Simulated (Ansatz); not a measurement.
# C (Graphite 2H): the cost of one run

Program: Ansatz 0.2.0. Level of theory: DFT PBE+D3(BJ), scalar-relativistic, plane waves, PAW. These are calculated values, not measurements.

The COD entry's cell or inner coordinates are ideal or old and differ from later refinements, so a difference from it is no clean test against experiment.

1 further run of the same task is left out (set aside as unsound or not needed).

## (1) The system as given

It takes space group P6_3/mmc (No. 194, hexagonal). The conventional cell has a = 2.465 Å, b = 2.465 Å, c = 6.741 Å, α = 90.00°, β = 90.00°, γ = 120.00°. C (site symmetry -6m2) has 3 C at 1.42 Å as nearest neighbours.

Coordinates:

```
C
1.0
     2.46496    0.00000    0.00000
    -1.23248    2.13472    0.00000
     0.00000    0.00000    6.74054
C
4
Direct
  0.00000 0.00000 0.00250
  0.00000 0.00000 0.50250
  0.33333 0.66667 0.00250
  0.66667 0.33333 0.50250
```

This cell was relaxed beforehand with the same method: volume 8.87 Å³/atom, gap on the mesh none (metal).

## (2) Tight relaxation for the response runs, with the smearing for a metal

Response runs need a geometry at rest under their own mesh and occupations; hence this stricter relaxation.

Input file input.yaml:

```yaml
crystal:
  lattice:
    - [2.4649634496, 0.0, 0.0]
    - [-1.2324817248, 2.1347209668, 0.0]
    - [0.0, 0.0, 6.7405394105]
  atoms:
    - { symbol: C, position: [0.0, 0.0, 0.0025000117] }
    - { symbol: C, position: [0.0, 0.0, 0.5025000117] }
    - { symbol: C, position: [0.3333333333, 0.6666666667, 0.0024999883] }
    - { symbol: C, position: [0.6666666667, 0.3333333333, 0.5024999883] }
basis:
  ecutwfc: 420
kpoints:
  mp_grid: { grid: [21, 21, 6] }
hamiltonian:
  xc: pbe
  dispersion: d3bj
scf:
  occupations: { method: fermi_dirac, width: 0.15 }
output:
  forces: true
  stress: true
  eigenvalues: true
relax:
  adjacent_minimum: "off"
  f_tol: 0.001
  max_steps: 60
  cell: { stress_tol: 0.01 }
```

The run is started by

```sh
> ansatz run input.yaml --threads 1 --pin off --max-ram 2560MiB --backend cpu --events-out ev --progress --plain --runs-dir out
```

Q: Estimate wall time and peak memory on 1 thread of Intel Xeon 6975P-C (Granite Rapids), shared host.

About 13 s, with a peak of 0.43 GiB.
